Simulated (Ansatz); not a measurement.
# CH₃FOSi: small, medium and large basis sets

How large a basis does CH₃FOSi need? Two functionals are run in growing sets.

The runs use Ansatz 0.2.0, Gaussian basis; one geometry, several basis sets.

Plan: PBE0-D4/def2-SVP; ωB97M-V/def2-SVP; PBE0-D4/def2-QZVPP; ωB97M-V/def2-QZVPP; the functionals' def2-TZVPP values are taken from earlier runs.

## Step 1: The relaxed structure

The geometry comes from an earlier relaxation with PBE0-D4 in a triple-zeta def2 set; it is a stationary point, not always the lowest conformer.

SMILES `F[SiH]1CO1`, 7 atoms, charge 0, spin multiplicity 1.

Atoms are counted from 1 here; the program's logs count them from 0.

Bond lengths: F1–Si2 1.584 Å, Si2–C3 1.790 Å, Si2–O4 1.634 Å, Si2–H5 1.469 Å, C3–O4 1.505 Å, C3–H6 1.087 Å, C3–H7 1.088 Å. Angles: F1–Si2–C3 121.7°, F1–Si2–O4 118.1°, F1–Si2–H5 107.5°, C3–Si2–O4 51.9°, C3–Si2–H5 127.6°, O4–Si2–H5 119.1°, Si2–C3–O4 58.7°, Si2–C3–H6 123.7°, Si2–C3–H7 121.1°, O4–C3–H6 112.3°, O4–C3–H7 111.8°, H6–C3–H7 113.5°, Si2–O4–C3 69.4°.

As a file:

```
F    -2.1054   -0.0219    0.2995
Si   -0.7029    0.1174   -0.4239
C     0.8374    0.0193    0.4820
O     0.3368   -1.1406   -0.3351
H    -0.9382    0.7600   -1.7242
H     1.7823    0.4086    0.1108
H     0.8512   -0.2107    1.5451
```

## Step 2: PBE0-D4 in def2-SVP

The input, in.yaml:

```yaml
crystal:
  periodic: [false, false, false]
  atoms:
    - {symbol: F, position_ang: [-2.105360, -0.021946, 0.299545]}
    - {symbol: Si, position_ang: [-0.702870, 0.117398, -0.423880]}
    - {symbol: C, position_ang: [0.837403, 0.019343, 0.481968]}
    - {symbol: O, position_ang: [0.336768, -1.140574, -0.335143]}
    - {symbol: H, position_ang: [-0.938247, 0.760002, -1.724151]}
    - {symbol: H, position_ang: [1.782307, 0.408566, 0.110753]}
    - {symbol: H, position_ang: [0.851198, -0.210688, 1.545109]}
basis:
  gaussian: {orbitals: def2-SVP}
hamiltonian: {xc: pbe0, dispersion: d4}
output: {orbitals: {seedname: orbitals}}
```

On the command line:

```console
ansatz run in.yaml --threads 2 --pin off --events-out ev --progress --plain --max-ram 4352MiB
```

Standard output:

```text
Functional definition: PBE0
  name "PBE0"
  cite "Adamo & Barone, J. Chem. Phys. 110, 6158 (1999) doi:10.1063/1.478522"
  cite "Perdew, Burke & Ernzerhof, Phys. Rev. Lett. 77, 3865 (1996) doi:10.1103/PhysRevLett.77.3865"
  parent pbe
  parameter a = 0.25
  parameter kappa = 0.804
  parameter beta = 0.06672455060314922
  exchange = (1 - a)*pbe_x(kappa = kappa, mu = beta*pi^2/3) + a*exact_x
  correlation = pbe_c(beta = beta)
819 factors; their error is unknown
mean field evaluation 1: about -13706.6891 eV, gradient 4.9e1 eV
mean field evaluation 2: about -13699.0098 eV, gradient 8.0e1 eV
mean field evaluation 4: about -13711.5505 eV, gradient 3.9e0 eV
mean field evaluation 8: about -13711.5789 eV, gradient 5.2e-2 eV
mean field evaluation 16: about -13711.6347 eV, gradient 1.8e-5 eV
mean field -13711.63466803 eV, -503.8932799704 hartree, gradient 1.8e-5 eV, S^2 0.000000; 0 other end points of the search recorded, 0 dependent functions left out
reference -13711.63468990 eV, -503.8932807738 hartree; 20, 20 occupied and 55, 55 virtual orbitals, 819 factors
Total energy: -13711.72996449 eV, -503.8967820505 hartree
```

Run time: 0.75 s. Hardware: 2 threads of Arm Neoverse V2, shared host.

## Step 3: ωB97M-V in def2-SVP

in.yaml: that of step 2 with these lines changed.

```diff
@@ -12,3 +12,3 @@
   gaussian: {orbitals: def2-SVP}
-hamiltonian: {xc: pbe0, dispersion: d4}
+hamiltonian: {xc: {name: wB97M-V}}
 output: {orbitals: {seedname: orbitals}}
```

Launched as before.

Standard output (excerpt; [...] marks lines left out):

```text
Functional definition: wB97M-V
  name "wB97M-V"
  cite "Mardirossian & Head-Gordon, J. Chem. Phys. 144, 214110 (2016) doi:10.1063/1.4952647"
  cite "Becke, J. Chem. Phys. 107, 8554 (1997) doi:10.1063/1.475007"
  cite "Vydrov & Van Voorhis, J. Chem. Phys. 133, 244103 (2010) doi:10.1063/1.3521275"
  # Of w^i u^j: cxij and so on, Table III.
[...]
  gx(w, u) = 1 - cx + cx01*u + cx10*w
  gss(w, u) = css00 + css04*u^4 + css10*w + css20*w^2 + css43*w^4*u^3
  gos(w, u) = cos00 + cos10*w + (cos20 + cos21*u)*w^2 + (cos60 + cos61*u)*w^6
[...]
      + integral(e_c_pw_mod_opposite_spin*gos(b97_w_opposite, b97_u_opposite)) + vv10(b, c)
819 factors; their error is unknown
206 factors; integrals over basis functions are off by at most 6.5e-6 eV
[...]
mean field -13718.65321419 eV, -504.1512067843 hartree, gradient 4.0e-5 eV, S^2 0.000000; 0 other end points of the search recorded, 0 dependent functions left out
reference -13718.65324769 eV, -504.1512080153 hartree; 20, 20 occupied and 55, 55 virtual orbitals, 819 factors
Total energy: -13718.65324769 eV, -504.1512080153 hartree
```

It took 3.1 s on 2 threads of Arm Neoverse V2, shared host.

## Step 4: PBE0-D4 in def2-QZVPP

in.yaml: that of step 3 with these lines changed.

```diff
@@ -11,4 +11,4 @@
 basis:
-  gaussian: {orbitals: def2-SVP}
-hamiltonian: {xc: {name: wB97M-V}}
+  gaussian: {orbitals: "def2-QZVPP.json"}
+hamiltonian: {xc: pbe0, dispersion: d4}
 output: {orbitals: {seedname: orbitals}}
```

Launched as before.

Standard output:

```text
Functional definition: PBE0
  name "PBE0"
  cite "Adamo & Barone, J. Chem. Phys. 110, 6158 (1999) doi:10.1063/1.478522"
  cite "Perdew, Burke & Ernzerhof, Phys. Rev. Lett. 77, 3865 (1996) doi:10.1103/PhysRevLett.77.3865"
  parent pbe
  parameter a = 0.25
  parameter kappa = 0.804
  parameter beta = 0.06672455060314922
  exchange = (1 - a)*pbe_x(kappa = kappa, mu = beta*pi^2/3) + a*exact_x
  correlation = pbe_c(beta = beta)
1103 factors; their error is unknown
mean field evaluation 1: about -13715.9552 eV, gradient 6.0e1 eV
mean field evaluation 2: about -13703.5523 eV, gradient 1.0e2 eV
mean field evaluation 4: about -13722.5105 eV, gradient 6.4e0 eV
mean field evaluation 8: about -13722.5760 eV, gradient 1.5e-1 eV
mean field evaluation 16: about -13722.5830 eV, gradient 4.7e-5 eV
mean field -13722.58296564 eV, -504.2956224866 hartree, gradient 4.7e-5 eV, S^2 0.000000; 0 other end points of the search recorded, 0 dependent functions left out
reference -13722.58299825 eV, -504.2956236850 hartree; 20, 20 occupied and 311, 311 virtual orbitals, 1103 factors
Total energy: -13722.67827285 eV, -504.2991249617 hartree
```

Wall time 4.5 s (2 threads of Arm Neoverse V2, shared host); peak memory 0.75 GiB.

## Step 5: ωB97M-V in def2-QZVPP

in.yaml: that of step 4 with these lines changed.

```diff
@@ -12,3 +12,3 @@
   gaussian: {orbitals: "def2-QZVPP.json"}
-hamiltonian: {xc: pbe0, dispersion: d4}
+hamiltonian: {xc: {name: wB97M-V}}
 output: {orbitals: {seedname: orbitals}}
```

Launched as before.

Standard output (excerpt; [...] marks lines left out):

```text
Functional definition: wB97M-V
  name "wB97M-V"
  cite "Mardirossian & Head-Gordon, J. Chem. Phys. 144, 214110 (2016) doi:10.1063/1.4952647"
  cite "Becke, J. Chem. Phys. 107, 8554 (1997) doi:10.1063/1.475007"
  cite "Vydrov & Van Voorhis, J. Chem. Phys. 133, 244103 (2010) doi:10.1063/1.3521275"
  # Of w^i u^j: cxij and so on, Table III.
[...]
  gx(w, u) = 1 - cx + cx01*u + cx10*w
  gss(w, u) = css00 + css04*u^4 + css10*w + css20*w^2 + css43*w^4*u^3
  gos(w, u) = cos00 + cos10*w + (cos20 + cos21*u)*w^2 + (cos60 + cos61*u)*w^6
[...]
      + integral(e_c_pw_mod_opposite_spin*gos(b97_w_opposite, b97_u_opposite)) + vv10(b, c)
1083 factors; their error is unknown
249 factors; integrals over basis functions are off by at most 7.4e-6 eV
[...]
mean field -13729.73738463 eV, -504.5585425350 hartree, gradient 2.4e-5 eV, S^2 0.000000; 0 other end points of the search recorded, 0 dependent functions left out
reference -13729.73743725 eV, -504.5585444687 hartree; 20, 20 occupied and 311, 311 virtual orbitals, 1083 factors
Total energy: -13729.73743725 eV, -504.5585444687 hartree
```

Wall time 13 s (2 threads of Arm Neoverse V2, shared host); peak memory 0.91 GiB.

## Step 6: Functionals by basis

The def2-TZVPP values come from earlier runs at the same geometry.

| functional | basis | functions | energy (eV) | from the largest (eV) | HOMO (eV) | LUMO (eV) |
| --- | --- | --- | --- | --- | --- | --- |
| PBE0-D4 | def2-SVP | 75 | -13711.7300 | 10.948 | -7.92 | 0.47 |
| PBE0-D4 | def2-TZVPP | 177 | -13722.0603 | 0.618 | -8.01 | 0.03 |
| PBE0-D4 | def2-QZVPP | 331 | -13722.6783 | 0.000 | -8.04 | -0.16 |
| ωB97M-V | def2-SVP | 75 | -13718.6532 | 11.084 | -10.17 | 2.42 |
| ωB97M-V | def2-TZVPP | 177 | -13729.1596 | 0.578 | -10.28 | 1.74 |
| ωB97M-V | def2-QZVPP | 331 | -13729.7374 | 0.000 | -10.31 | 1.32 |

## Step 7: Results

| quantity | value |
| --- | --- |
| PBE0-D4: double and triple zeta above quadruple | 10.95, 0.62 eV |
| ωB97M-V: double and triple zeta above quadruple | 11.08, 0.58 eV |

**Reading.** For PBE0-D4 the step from double to triple zeta gains 10.33 eV and the next only 0.62 eV. Total energies overstate the basis error of differences, where much of it tends to cancel. The LUMO of ωB97M-V is positive and keeps falling with the basis (2.42 to 1.32 eV): an unbound level that the basis holds in place.

For PBE0-D4 the largest set took about 6 times as long as the smallest (4.5 s against 0.75 s).
